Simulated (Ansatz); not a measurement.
# C2H8OSi: the cost of one run

Computed with Ansatz 0.2.0, Gaussian basis. Level: the settings change from run to run.

## Step 1: The relaxed structure

The structure was relaxed beforehand with PBE0-D4 in a triple-zeta def2 set.

SMILES `CO[SiH2]C`, 12 atoms, charge 0, spin multiplicity 1.

Atoms are counted from 1 here; the program's logs count them from 0.

Bond lengths: C1–O2 1.406 Å, C1–H5 1.092 Å, C1–H6 1.097 Å, C1–H7 1.096 Å, O2–Si3 1.646 Å, Si3–C4 1.864 Å, Si3–H8 1.494 Å, Si3–H9 1.483 Å, C4–H10 1.093 Å, C4–H11 1.094 Å, C4–H12 1.093 Å. Angles: O2–C1–H5 108.4°, O2–C1–H6 111.7°, O2–C1–H7 111.6°, H5–C1–H6 108.3°, H5–C1–H7 108.2°, H6–C1–H7 108.4°, C1–O2–Si3 122.9°, O2–Si3–C4 112.5°, O2–Si3–H8 109.3°, O2–Si3–H9 105.4°, C4–Si3–H8 108.9°, C4–Si3–H9 110.9°, H8–Si3–H9 109.8°, Si3–C4–H10 111.6°, Si3–C4–H11 110.0°, Si3–C4–H12 111.1°, H10–C4–H11 107.6°, H10–C4–H12 108.3° and more.

Coordinates:

```xyz
12

C     0.09091    1.59950   -1.01071
O     0.71531    0.34031   -1.04632
Si    0.81308   -0.64730    0.26687
C    -0.85418   -1.27703    0.81341
H     0.30649    2.11804   -1.94678
H     0.46436    2.21436   -0.18219
H    -0.99717    1.50808   -0.91153
H     1.44310    0.09637    1.39853
H     1.69166   -1.76790   -0.14877
H    -1.50882   -0.46002    1.12720
H    -0.73735   -1.95378    1.66473
H    -1.35050   -1.82574    0.00947
```

## Step 2: B3LYP5/aug-cc-pVDZ

This run has coordinates scaled by 0.96, a grid of angular degree 47, high accuracy.

Input file in.yaml:

```yaml
crystal:
  periodic: [false, false, false]
  atoms:
    - {symbol: C, position_ang: [0.087276, 1.535522, -0.970282]}
    - {symbol: O, position_ang: [0.686701, 0.326698, -1.004471]}
    - {symbol: Si, position_ang: [0.780556, -0.621409, 0.256200]}
    - {symbol: C, position_ang: [-0.820011, -1.225947, 0.780874]}
    - {symbol: H, position_ang: [0.294226, 2.033319, -1.868912]}
    - {symbol: H, position_ang: [0.445784, 2.125787, -0.174904]}
    - {symbol: H, position_ang: [-0.957285, 1.447753, -0.875074]}
    - {symbol: H, position_ang: [1.385377, 0.092517, 1.342587]}
    - {symbol: H, position_ang: [1.623994, -1.697186, -0.142819]}
    - {symbol: H, position_ang: [-1.448465, -0.441619, 1.082115]}
    - {symbol: H, position_ang: [-0.707853, -1.875624, 1.598140]}
    - {symbol: H, position_ang: [-1.296476, -1.752706, 0.009089]}
basis:
  gaussian: {orbitals: aug-cc-pVDZ, final_grid: {core_spheres: 20, valence_spheres: 16, degree: 47}}
hamiltonian: {xc: {name: B3LYP5}}
accuracy: high
output: {forces: true}
```

The run is started by

```
$ ansatz run in.yaml --threads 4 --pin off --events-out ev --progress --plain --max-ram 10444MiB
```

**Question.** How long does this run take on 4 threads of Arm Neoverse V2, shared host, and how much memory does it need?

About 8.5 s, with a peak of 0.88 GiB.
